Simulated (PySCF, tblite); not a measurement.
# C5H3O2 radical: geometry, infrared bands and EPR parameters

Wanted: the infrared bands and EPR parameters of C5H3O2 radical (`[C]#CC(=O)OC=C`), by calculation.

The runs use tblite 0.8.0 and PySCF 2.14.0, with density-fitted response routines of our own; the level of theory stands in each step. All values are computed, except where a source is named. Atoms are numbered from 0 throughout.

### 1 The starting structure

10 atoms, charge 0, multiplicity 2; geometry from: force field or distance geometry start.

Bonds of the start (Å): C0–C1 1.24, C1–C2 1.40, C2–O3 1.27, C2–O4 1.40, O4–C5 1.42, C5–C6 1.33, C5–H7 1.07, C6–H8 1.08, C6–H9 1.09.

### 2 Optimising the geometry with GFN2-xTB

Job settings and geometry (Å):

```
{"job": {"kind": "relax", "xc": "GFN2-xTB", "basis": "xTB"}, "charge": 0, "multiplicity": 2}
C      2.976000     0.358200     2.275300
C      2.091200     0.209100     1.417800
C      1.090200    -0.003100     0.455100
O      1.273000     0.354600    -0.750100
O     -0.154500    -0.579100     0.749100
C     -1.085100    -0.729000    -0.309500
C     -1.474400     0.381500    -0.927500
H     -1.431100    -1.711900    -0.572000
H     -2.180500     0.372700    -1.742900
H     -1.096000     1.351500    -0.617800
```

The run is started by

```console
> OMP_NUM_THREADS=1 python probes_run.py task.json out
```

This one command runs all jobs of the session in turn.

**Question.** This job is followed by: GFN2-xTB harmonic vibrations, gas phase; UKS B3LYP, pcH-1 on C H O, non-relativistic, mean-field spin-orbit, GIAO. What will the session give for the following? strongest single infrared mode (GFN2-xTB); zero-point energy (GFN2-xTB); g(iso) (B3LYP); ⟨S²⟩; largest a(iso); potential on the surface of density 0.002 e/bohr³, 1st and 99th percentile.

**Answer**, as computed:

| quantity | value |
| --- | --- |
| strongest single infrared mode (GFN2-xTB) | 1135 cm⁻¹, 333 km/mol |
| zero-point energy (GFN2-xTB) | 38.7 kcal/mol |
| g(iso) (B3LYP) | 2.00325 |
| ⟨S²⟩ | 0.768 (exact 0.75) |
| largest a(iso) | 13C on C0, 968.6 MHz |
| potential on the surface of density 0.002 e/bohr³, 1st and 99th percentile | -1.24 V and 1.30 V |

What this shows: Relaxing lowered the energy by 0.744 eV in 77 steps; the close pair that moved most is C2–O4, from 1.403 to 1.327 Å. No mode is imaginary among the 24: a minimum at this level. The strongest single mode, at 1135 cm⁻¹, moves mainly O4 and C2. GFN2-xTB is a fitted tight-binding method: band positions and strengths are rough. Its intensities can rank the bands wrongly. C0 carries the largest spin population, 1.11 e. The isotropic g lies 0.9 ppt above the free-electron value. The conformer search found further structures of the same energy, which may be mirror or relabelled copies of this one.
